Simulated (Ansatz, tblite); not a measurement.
# [GaCl4]-: charged states by level of theory

One table from this session's results is given with a row withheld; the runs are named, their logs left out.

The runs use Ansatz 0.2.0, Gaussian basis; as each input shows.

The runs, in order: charge 0 doublet, at the geometry of the singlet (PBE0-D4/def2-TZVPD, PBE-D4/def2-TZVPD, r2SCAN-D4/def2-TZVPD, CCSD(T)/def2-SVPD); charge 0 doublet, relaxed (PBE0-D4/def2-TZVPD, PBE-D4/def2-TZVPD); the starting singlet's energies come from earlier runs.

### The relaxed structure

The geometry is that of the singlet, from an earlier relaxation (PBE-D4/def2-SVPD).

5 atoms, charge -1, spin multiplicity 1.

Atoms are counted from 1 here; the program's logs count them from 0.

Bond lengths: Ga1–Cl2 2.233 Å, Ga1–Cl3 2.233 Å, Ga1–Cl4 2.233 Å, Ga1–Cl5 2.233 Å. Angles: Cl2–Ga1–Cl3 109.5°, Cl2–Ga1–Cl4 109.5°, Cl2–Ga1–Cl5 109.5°, Cl3–Ga1–Cl4 109.5°, Cl3–Ga1–Cl5 109.5°, Cl4–Ga1–Cl5 109.5°.

Geometry (Å):

```xyz
5
charge -1, multiplicity 1
Ga    0.0000    0.0000    0.0000
Cl    0.0106   -0.0175    2.2332
Cl    2.1020    0.0106   -0.7544
Cl   -1.0604    1.8269   -0.7251
Cl   -1.0522   -1.8200   -0.7537
```

The ion is computed in the gas phase, without counter-ions or solvent.

Set-up of the first run:

File in.yaml:

```yaml
crystal:
  periodic: [false, false, false]
  atoms:
    - {symbol: Ga, position_ang: [0.000025, 0.000002, 0.000002]}
    - {symbol: Cl, position_ang: [0.010604, -0.017511, 2.233212]}
    - {symbol: Cl, position_ang: [2.101994, 0.010623, -0.754368]}
    - {symbol: Cl, position_ang: [-1.060399, 1.826868, -0.725106]}
    - {symbol: Cl, position_ang: [-1.052224, -1.819983, -0.753730]}
basis:
  gaussian: {orbitals: def2-SVP}
magnetization: {spin_polarized: true, initial_magnetization: 1}
hamiltonian: {xc: pbe0, dispersion: d4}
output: {orbitals: {seedname: orbitals}}
```

Launch:

```sh
$ ansatz run in.yaml --threads 4 --pin off --events-out ev --progress --plain --max-ram 3916MiB
```

Steps of the session up to this table: Charge 0 doublet at the fixed geometry, first pass, PBE0-D4/def2-SVP; Charge 0 doublet at the fixed geometry, PBE0-D4/def2-TZVPD; Charge 0 doublet at the fixed geometry, PBE-D4/def2-TZVPD; Charge 0 doublet at the fixed geometry, r2SCAN-D4/def2-TZVPD; Charge 0 doublet at the fixed geometry, CCSD(T)/def2-SVPD.

One of the session's tables, all rows but one given; the rest of the session is left out.

It belongs to the step «Vertical ionisation energy». 

```
              method  vertical ionisation energy (eV)
        HF/def2-SVPD                             6.41
   PBE-D4/def2-TZVPD                             5.69
r2SCAN-D4/def2-TZVPD                             5.98
  PBE0-D4/def2-TZVPD                             6.36
       MP2/def2-SVPD                                ?
      CCSD/def2-SVPD                             7.03
   CCSD(T)/def2-SVPD                             6.97
```

Estimate the missing values for MP2/def2-SVPD.

The run gave: vertical ionisation energy (eV): 7.28. In the column «vertical ionisation energy (eV)» it is the highest.
